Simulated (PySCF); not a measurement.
**CH₁₄NO₂PSi₂, a solvent cluster: NMR shifts**

Wanted: the NMR shifts for `CN[SiH]([SiH3])P` with 2 × `O`.

Programs: PySCF 2.14.0. All values are calculated, for the isolated system unless a continuum is named. Atoms count from 0, parts from 1.

## 1. Starting point

21 atoms, charge 0, multiplicity 1; geometry: GFN1-xTB, MD frame. Parts: 1 = atoms 0–14, `CN[SiH]([SiH3])P`, charge 0; 2 = atoms 15–17, `O`, charge 0; 3 = atoms 18–20, `O`, charge 0.

## 2. Nuclear shieldings: 375 fs

Job settings and geometry (Å):

```
{"job": {"kind": "nmr", "xc": "PBE0", "basis": "pcSseg-1", "pop": false}, "charge": 0, "multiplicity": 1, "parts": [{"atoms": "0-14", "charge": 0, "multiplicity": 1}, {"atoms": "15-17", "charge": 0, "multiplicity": 1}, {"atoms": "18-20", "charge": 0, "multiplicity": 1}]}
C      2.252715    -1.133835    -0.024011
N      0.862095    -0.965465    -0.353415
Si    -0.363560     0.109737     0.087991
Si    -2.080795    -1.305310    -0.873620
P     -0.951655     2.030772    -1.021149
H      2.796225    -0.695269    -0.837276
H      2.537876    -0.804198     0.885835
H      2.525627    -2.153323    -0.108542
H      0.794954    -1.621519    -1.121988
H     -0.364971    -0.055853     1.564035
H     -2.143963    -2.784600    -0.570259
H     -1.966324    -1.047983    -2.347256
H     -3.532241    -0.951748    -0.649811
H     -1.072201     2.791715     0.124150
H     -2.335931     1.888079    -1.132146
O      1.358592     1.533191     0.888633
H      1.270002     2.389301     0.450518
H      1.165412     1.705998     1.820534
O      1.816711     3.152535    -1.504483
H      1.064707     3.502691    -1.915604
H      1.894321     2.230266    -1.789401
```

With the program's defaults for keys left out, this is: GIAO PBE0/pcSseg-1 NMR shielding, non-relativistic, gas phase.

Launch:

```sh
$ OMP_NUM_THREADS=1 python cluster_run.py task.json out
```

The driver reads the jobs from task.json and runs them one after another.

**Question.** The jobs that follow are: GIAO PBE0/pcSseg-1 NMR shielding, non-relativistic, gas phase; GIAO PBE0/pcSseg-1 NMR shielding, non-relativistic, gas phase; GIAO PBE0/pcSseg-1 NMR shielding, non-relativistic, gas phase; GIAO PBE0/pcSseg-1 NMR shielding, non-relativistic, gas phase; GIAO PBE0/pcSseg-1 NMR shielding, non-relativistic, gas phase. Predict: shieldings of C, H (PBE0/pcSseg-1, 375 fs).

As calculated:

```
                                  quantity                                                                                      value
shieldings of C, H (PBE0/pcSseg-1, 375 fs)  C0 159.1, H9 25.9, H16 27.8, H10 27.9, H12 28.0, H11 28.2, H5 29.0, H14 29.9 ppm and more
             range of the shielding of Si2                                                                         352.2 to 433.9 ppm
```

**Reading.** Shifts at one fixed geometry are not the observed spectrum, which averages over the motion. In the first frame run (375 fs): Shielding is most anisotropic at Si2 (span 222 ppm, paramagnetic term -451 ppm). In ppm, Si2 moves most: its shielding spreads over 81.7 ppm, from 352.2 (1500 fs) to 433.9 (600 fs).
